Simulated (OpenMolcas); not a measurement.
**One shape, several levels: doublet [CH4BFO2]+**

Aim: a comparison of 6 runs (UHF/STO-3G, UHF/def2-SVP, UBHLYP/def2-SVP, UPBE/def2-SVP, UPBE0/def2-SVP, UTPSS/def2-SVP) of doublet [CH4BFO2]+. 

The calculation is run with OpenMolcas 26.06.

## Step 1: Starting point

[CH4BFO2]+: 9 atoms, total charge +1, spin state doublet. As SMILES of the parent species, `COB(O)F`. The shape is that of a PBE0-D4/def2-TZVP optimisation. This is one conformer, not always the lowest. That shape belongs to the parent species and isn't relaxed for this state.

Bond lengths: C1–O2 1.414 Å, O2–B3 1.344 Å, B3–O4 1.361 Å, B3–F5 1.336 Å, C1–H6 1.092 Å, C1–H7 1.091 Å, C1–H8 1.092 Å, O4–H9 0.959 Å. Some angles: C1–O2–B3 122.2°, O2–B3–O4 122.7°, O2–B3–F5 117.4°, O4–B3–F5 119.9°, O2–C1–H6 108.8°, O2–C1–H7 111.8°, O2–C1–H8 108.7°, B3–O4–H9 112.6°, H6–C1–H7 109.3°, H6–C1–H8 108.7°.

## Step 2: The energy at UHF/STO-3G (run 1)

Input file geom.xyz:

```xyz
9

C     -0.649300     0.491300    -1.085900
O     -0.487000     0.689600     0.304600
B      0.320400    -0.085100     1.049500
O      1.040400    -1.114300     0.524700
F      0.401500     0.187700     2.355300
H     -1.701500     0.285200    -1.291400
H     -0.040700    -0.337700    -1.451200
H     -0.363100     1.407000    -1.606600
H      1.567700    -1.570100     1.184000
```

Input file test.inp:

```
&GATEWAY
 BasLib=$CurrDir
 Coord=geom.xyz
 Basis=STO-3G
 Group=NoSym

&SEWARD

&SCF
 UHF
 Charge=1
 Spin=2
 Thresholds=1e-10 1e-07 1e-07 1e-05
 PrOrbitals=1 2
```

The basis set STO-3G is read from a file made from the Basis Set Exchange's data (not shown).

The run is started by

```
$ export MOLCAS_MEM=1860
$ pymolcas test.inp > test.log
```

The program printed:

```text
--- Start Module: gateway ---
[...]
--- Stop Module: gateway /rc=_RC_ALL_IS_WELL_ ---
--- Start Module: seward ---
[...]
      Basis functions           29
--- Stop Module: seward /rc=_RC_ALL_IS_WELL_ ---
--- Start Module: scf ---
[...]
       Convergence after  30 Iterations
[...]
::    Total SCF energy                               -309.7151121675
[...]
      Total spin, S                                     0.5096128723
[...]
      Total electronic charge=   39.000000
      Total            charge=    1.000000
[...]
      Dipole Moment (debye):
      Origin of the operator (angstrom)=    0.1496    0.0194    0.6837
                   X= -8.7018E-01               Y=  1.4950E-01               Z= -3.1910E+00           Total=  3.3109E+00
      Center of Charge (angstrom)
[...]
--- Stop Module: scf /rc=_RC_ALL_IS_WELL_ ---
[...]
```

It took 1.6 s on 1 thread of Intel Xeon 6975P-C (Granite Rapids), shared host; peak memory 0.37 GiB.

## Step 3: A single-point energy at UHF/def2-SVP (run 2)

Input file mol.inp:

```
&GATEWAY
  BasLib=$CurrDir
  BasisSet
  C.def2-SVP....
  C1 -0.649300 0.491300 -1.085900 angstrom
  End of Basis
  BasisSet
  O.def2-SVP....
  O2 -0.487000 0.689600 0.304600 angstrom
  O4 1.040400 -1.114300 0.524700 angstrom
  End of Basis
  BasisSet
  B.def2-SVP....
  B3 0.320400 -0.085100 1.049500 angstrom
  End of Basis
  BasisSet
  F.def2-SVP....
  F5 0.401500 0.187700 2.355300 angstrom
  End of Basis
  BasisSet
  H.def2-SVP....
  H6 -1.701500 0.285200 -1.291400 angstrom
  H7 -0.040700 -0.337700 -1.451200 angstrom
  H8 -0.363100 1.407000 -1.606600 angstrom
  H9 1.567700 -1.570100 1.184000 angstrom
  End of Basis

&SEWARD

&SCF
  UHF
  Charge=1
  Spin=2
  Thresholds=1e-10 1e-07 1e-07 1e-05
  PrOrbitals=1 1
```

The basis set def2-SVP is read from a file made from the Basis Set Exchange's data (not shown).

The run is started by

```
$ export MOLCAS_MEM=1860
$ pymolcas mol.inp > mol.log
```

The program printed:

```text
--- Start Module: gateway ---
[...]
--- Stop Module: gateway /rc=_RC_ALL_IS_WELL_ ---
--- Start Module: seward ---
[...]
      Basis functions           90
--- Stop Module: seward /rc=_RC_ALL_IS_WELL_ ---
[...]
--- Start Module: scf ---
[...]
       Convergence after  29 Iterations
[...]
::    Total SCF energy                               -313.5837805048
[...]
      Total spin, S                                     0.5060654464
[...]
      Total electronic charge=   39.000000
      Total            charge=    1.000000
[...]
      Dipole Moment (debye):
      Origin of the operator (angstrom)=    0.1496    0.0194    0.6837
                   X= -1.3726E+00               Y=  3.9818E-01               Z= -4.4667E+00           Total=  4.6898E+00
      Center of Charge (angstrom)
[...]
--- Stop Module: scf /rc=_RC_ALL_IS_WELL_ ---
[...]
```

It took 11 s on 1 thread of Intel Xeon 6975P-C (Granite Rapids), shared host; peak memory 0.49 GiB.

Runs 3 to 5 aren't shown in full; the table further down has their settings and results.

## Step 4: A single-point energy at UTPSS/def2-SVP (run 6)

Input file run.inp:

```
* CH4BFO2 Kohn-Sham DFT

&GATEWAY
  BASLIB=$CurrDir
  COORD
  9
  angstrom
  C       -0.649300       0.491300      -1.085900
  O       -0.487000       0.689600       0.304600
  B        0.320400      -0.085100       1.049500
  O        1.040400      -1.114300       0.524700
  F        0.401500       0.187700       2.355300
  H       -1.701500       0.285200      -1.291400
  H       -0.040700      -0.337700      -1.451200
  H       -0.363100       1.407000      -1.606600
  H        1.567700      -1.570100       1.184000
  BASIS=def2-SVP
  GROUP=NoSym

&SEWARD
  GRIDINPUT
  Grid=UltraFine
  End of Grid

&SCF
  UHF
  CHARGE=1
  SPIN=2
  KSDFT=2
  1.0 MGGA_X_TPSS
  1.0 MGGA_C_TPSS
  THRESHOLDS=1e-10 1e-07 1e-07 1e-05
  PRORBITALS=0
```

The basis set def2-SVP is read from a file made from the Basis Set Exchange's data (not shown).

The run is started by

```
$ export MOLCAS_MEM=1860
$ pymolcas run.inp > run.log
```

The program printed:

```text
--- Start Module: gateway ---
[...]
--- Stop Module: gateway /rc=_RC_ALL_IS_WELL_ ---
--- Start Module: seward ---
[...]
      Basis functions           90
--- Stop Module: seward /rc=_RC_ALL_IS_WELL_ ---
[...]
--- Start Module: scf ---
[...]
       Convergence after  29 Iterations
[...]
::    Total KS-DFT energy                            -315.2133770086
[...]
      Total spin, S                                     0.5025831487
[...]
      Total electronic charge=   39.000000
      Total            charge=    1.000000
[...]
      Dipole Moment (debye):
      Origin of the operator (angstrom)=    0.1496    0.0194    0.6837
                   X= -4.1230E-01               Y= -7.4186E-01               Z= -4.3345E+00           Total=  4.4168E+00
      Center of Charge (angstrom)
[...]
--- Stop Module: scf /rc=_RC_ALL_IS_WELL_ ---
[...]
```

It took 82 s on 1 thread of Intel Xeon 6975P-C (Granite Rapids), shared host; peak memory 0.49 GiB.

## Step 5: Overview of the runs

```
run            level  integration grid  energy (Eh)  HOMO energy (eV)  LUMO energy (eV)   ⟨S²⟩  wall time
  1       UHF/STO-3G                 –  -309.715112            -17.06             -5.45  0.769      1.6 s
  2     UHF/def2-SVP                 –  -313.583781            -20.45             -8.45  0.762       11 s
  3  UBHLYP/def2-SVP         UltraFine  -315.014983            -17.63            -12.50  0.762       49 s
  4    UPBE/def2-SVP         UltraFine  -314.830550            -14.84            -14.38  0.753       54 s
  5   UPBE0/def2-SVP         UltraFine  -314.829504            -16.28            -13.64  0.759       47 s
  6   UTPSS/def2-SVP         UltraFine  -315.213377            -14.97            -14.31  0.755       82 s
```

## Step 6: What came out

```
                                 quantity          value
                      run 6: total energy  -315.21338 Eh
run 6: HOMO energy (highest over α and β)      -14.97 eV
 run 6: LUMO energy (lowest over α and β)      -14.31 eV
                              run 6: ⟨S²⟩          0.755
```

**Reading.** Totals of different functionals can't be ranked against each other. In run 1 the basis is minimal, so the values are rough. All runs together took 4.1 min, the longest 82 s.
